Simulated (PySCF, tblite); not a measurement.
**C₆H₁₄NP: geometry, infrared bands and NMR shifts**

What infrared bands and NMR shifts should C₆H₁₄NP (`C=CP(N)CCCC`) show?

The runs use tblite 0.8.0 and PySCF 2.14.0, with density-fitted response routines of our own; the level of theory stands in each step. All values are computed, except where a source is named. Atoms count from 0, in the outputs and in this text.

## Step 1: The molecule as given

22 atoms, charge 0, multiplicity 1; geometry from: force field or distance geometry start.

Bonds of the start (Å): C0–C1 1.35, C1–P2 1.83, P2–N3 1.70, P2–C4 1.87, C4–C5 1.54, C5–C6 1.52, C6–C7 1.52, C0–H8 1.08, C0–H9 1.08, C1–H10 1.10, N3–H11 1.01, N3–H12 1.02, C4–H13 1.09, C4–H14 1.09, C5–H15 1.11, C5–H16 1.09, C6–H17 1.10, C6–H18 1.09, C7–H19 1.09, C7–H20 1.10, C7–H21 1.10.

## Step 2: Geometry optimisation with GFN2-xTB

What the job is given:

```
{"job": {"kind": "relax", "xc": "GFN2-xTB", "basis": "xTB"}, "charge": 0, "multiplicity": 1}
C      4.251400    -0.094800    -0.185600
C      2.972000    -0.483600    -0.018000
P      1.597200     0.620200    -0.508600
N      1.534700     1.516300     0.931700
C      0.148100    -0.512800    -0.190900
C     -1.196900     0.182600    -0.445900
C     -2.358200    -0.777600    -0.226800
C     -3.690800    -0.095600    -0.460100
H      4.501100     0.867000    -0.617000
H      5.060800    -0.738700     0.111200
H      2.777900    -1.466500     0.424300
H      2.408300     2.004400     1.095000
H      0.808500     2.229600     0.921200
H      0.193400    -0.904500     0.821900
H      0.239100    -1.358000    -0.875600
H     -1.305700     1.045100     0.240400
H     -1.230700     0.576900    -1.465200
H     -2.334000    -1.174300     0.801800
H     -2.266100    -1.636100    -0.892300
H     -3.831300     0.746000     0.224100
H     -4.519800    -0.800900    -0.297200
H     -3.769400     0.274400    -1.490000
```

Command:

```console
$ OMP_NUM_THREADS=1 python probes_run.py task.json out
```

One launch serves the whole session: the jobs run in the order shown.

**Question.** This job is followed by: GFN2-xTB harmonic vibrations, gas phase; GIAO PBE0/pcSseg-1 NMR shielding, non-relativistic, gas phase. What will the session give for the following? strongest single infrared mode (GFN2-xTB); zero-point energy (GFN2-xTB); 13C shifts against TMS (PBE0/pcSseg-1); 1H shifts against TMS (PBE0/pcSseg-1, means over atoms taken as alike); 31P shifts against H3PO4 (PBE0/pcSseg-1); 15N shifts against NH3 (PBE0/pcSseg-1).

**Answer**, as computed:

| quantity | value |
| --- | --- |
| strongest single infrared mode (GFN2-xTB) | 862 cm⁻¹, 102 km/mol |
| zero-point energy (GFN2-xTB) | 118.4 kcal/mol |
| 13C shifts against TMS (PBE0/pcSseg-1) | 161.1, 133.8, 45.2, 33.6, 30.8, 17.3 ppm |
| 1H shifts against TMS (PBE0/pcSseg-1, means over atoms taken as alike) | 6.85, 6.11, 6.10, 1.59, 1.43, 1.17, 1.09, 0.31 ppm |
| 31P shifts against H3PO4 (PBE0/pcSseg-1) | 35.6 ppm |
| 15N shifts against NH3 (PBE0/pcSseg-1) | 32.1 ppm |

**Reading.** Relaxing lowered the energy by 0.159 eV in 127 steps; the close pair that moved most is P2–N3, from 1.697 to 1.730 Å. No mode is imaginary among the 60: a minimum at this level. The strongest single mode, at 862 cm⁻¹, moves mainly H12 and H11. GFN2-xTB is a fitted tight-binding method: band positions and strengths are rough. Its intensities can rank the bands wrongly. The most deshielded carbon is C1 (alkene CH), at 161.1 ppm: the olefinic region. The most deshielded hydrogen is H10 (hydrogen on an alkene CH), at 6.85 ppm: olefinic region. At PBE0/pcSseg-1: The largest span, 237 ppm, is at C0, where the paramagnetic term is -200 ppm.
